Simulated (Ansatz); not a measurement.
# Si3N4: the cost of one run

Computed with Ansatz 0.2.0 (DFT LDA, scalar-relativistic, plane waves, PAW, unless a step's input says otherwise).

## 1. Starting point

The structure is hexagonal, space group P6_3/m (No. 176). Conventional cell: a = 7.604 Å, b = 7.604 Å, c = 2.906 Å, α = 90.00°, β = 90.00°, γ = 120.00°. Si (site symmetry m) has 4 N at 1.73 to 1.74 Å as nearest neighbours. Around N (site symmetry m) lie 3 Si at 1.74 Å. Around N (site symmetry -6) lie 3 Si at 1.73 Å.

As a file:

```cif
data_structure
_symmetry_space_group_name_H-M 'P 1'
_symmetry_Int_Tables_number 1
_cell_length_a 7.6044
_cell_length_b 7.6044
_cell_length_c 2.9063
_cell_angle_alpha 90.000
_cell_angle_beta 90.000
_cell_angle_gamma 120.000
_cell_volume 145.55
loop_
_atom_site_label
_atom_site_type_symbol
_atom_site_fract_x
_atom_site_fract_y
_atom_site_fract_z
_atom_site_occupancy
Si1 Si 0.76848 0.17456 0.25000 1
Si2 Si 0.59392 0.76848 0.75000 1
Si3 Si 0.82544 0.59392 0.25000 1
Si4 Si 0.23152 0.82544 0.75000 1
Si5 Si 0.40608 0.23152 0.25000 1
Si6 Si 0.17456 0.40608 0.75000 1
N1 N 0.03050 0.33024 0.25000 1
N2 N 0.70026 0.03050 0.75000 1
N3 N 0.66976 0.70026 0.25000 1
N4 N 0.96950 0.66976 0.75000 1
N5 N 0.29974 0.96950 0.25000 1
N6 N 0.33024 0.29974 0.75000 1
N7 N 0.66667 0.33333 0.25000 1
N8 N 0.33333 0.66667 0.75000 1
```

The structure rests on an entry of the Crystallography Open Database; cell or positions may have been set otherwise for this series.

## 2. Relaxing cell and atoms: Si3N4, no spin

Input file input.yaml:

```yaml
crystal:
  lattice:
    - [7.6044, 0.0, 0.0]
    - [-3.8022, 6.5856035805, 0.0]
    - [0.0, 0.0, 2.9063]
  atoms:
    - { symbol: Si, position: [0.768477, 0.174557, 0.25] }
    - { symbol: Si, position: [0.59392, 0.768477, 0.75] }
    - { symbol: Si, position: [0.825443, 0.59392, 0.25] }
    - { symbol: Si, position: [0.231523, 0.825443, 0.75] }
    - { symbol: Si, position: [0.40608, 0.231523, 0.25] }
    - { symbol: Si, position: [0.174557, 0.40608, 0.75] }
    - { symbol: "N", position: [0.0305, 0.33024, 0.25] }
    - { symbol: "N", position: [0.70026, 0.0305, 0.75] }
    - { symbol: "N", position: [0.66976, 0.70026, 0.25] }
    - { symbol: "N", position: [0.9695, 0.66976, 0.75] }
    - { symbol: "N", position: [0.29974, 0.9695, 0.25] }
    - { symbol: "N", position: [0.33024, 0.29974, 0.75] }
    - { symbol: "N", position: [0.6666666667, 0.3333333333, 0.25] }
    - { symbol: "N", position: [0.3333333333, 0.6666666667, 0.75] }
scf:
  occupations: { method: fixed }
output:
  forces: true
  stress: true
  eigenvalues: true
  write_density: true
  write_potential: true
  elf: true
  volumetric_format: npy
kpoints:
  mp_grid: { grid: [3, 3, 7] }
hamiltonian:
  xc: lda
relax:
  f_tol: 0.003
  max_steps: 80
  cell: { stress_tol: 0.03 }
```

Started as:

```console
> ansatz run input.yaml --threads 4 --pin off --max-ram 16384MiB --backend cpu --events-out ev --progress --plain --runs-dir out
```

Q: Estimate wall time and peak memory on 4 threads of AMD EPYC 7R13 (Zen 3), shared host.

About 7.9 s, with a peak of 0.55 GiB.
